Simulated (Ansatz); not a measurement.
# BrZn: the cost of one run

All numbers are computed with Ansatz 0.2.0 through its Python package. Level of theory: Hartree-Fock/def2-TZVP.

**1. The structure**

Bond lengths: Zn1–Br2 2.461 Å.

The script holds or builds the structure itself.

**2. The code**

Contents of brzn.py:

```python
import ansatz as az
import numpy as np

params = {
    "basis": "def2-TZVP",
    "xc": "HF",
}

molecule = (
    az.Crystal.molecule()
    .atom("Zn", (1.0623, -0.4033, 0.5291))
    .atom("Br", (-1.0328, 0.3431, -0.525))
)
symbols = [site.symbol for site in molecule.cartesian_sites]

start = np.array([site.position_ang for site in molecule.cartesian_sites])
for factor in [1.0, 1.5]:
    xyz = (start - start.mean(axis=0)) * factor
    scaled = az.Crystal.molecule()
    for symbol, place in zip(symbols, xyz):
        scaled = scaled.atom(symbol, place.tolist())
    calc = (
        scaled.calculation()
        .basis(gaussian=params["basis"])
        .functional(params["xc"])
        .spin("collinear", total=1)
    )
    for search in ("off", "standard"):
        try:
            summary = calc.scf(lower_state_search=search).run().report
        except az.AnsatzError as error:
            print(f"x{factor} search {search}: {type(error).__name__}")
            continue
        state = summary["mean_field"]["state"]
        print(f"all distances x{factor}, search {search:8s} E = {summary['free_energy_ev']:.5f} eV  <S^2> = {abs(state['spin_squared']):.3f}  other states met: {len(summary['mean_field']['others'])}")
```

**3. What the engine is handed**

The package turns the script's settings into the engine's input (first run):

```yaml
crystal:
  periodic: [false, false, false]
  atoms:
    - { symbol: Zn, position_ang: [1.04755, -0.3732, 0.52705] }
    - { symbol: Br, position_ang: [-1.04755, 0.3732, -0.52705] }
basis:
  gaussian:
    orbitals: def2-TZVP
hamiltonian:
  xc: hf
magnetization:
  spin_polarized: true
  initial_magnetization: 1.0
scf:
  lower_state_search: "off"
```

**4. Launch**

Launch:

```sh
python brzn.py
```

Q: Estimate wall time and peak memory on 1 thread of Arm Neoverse V1, shared host.

About 18 s, with a peak of 0.3 GiB.
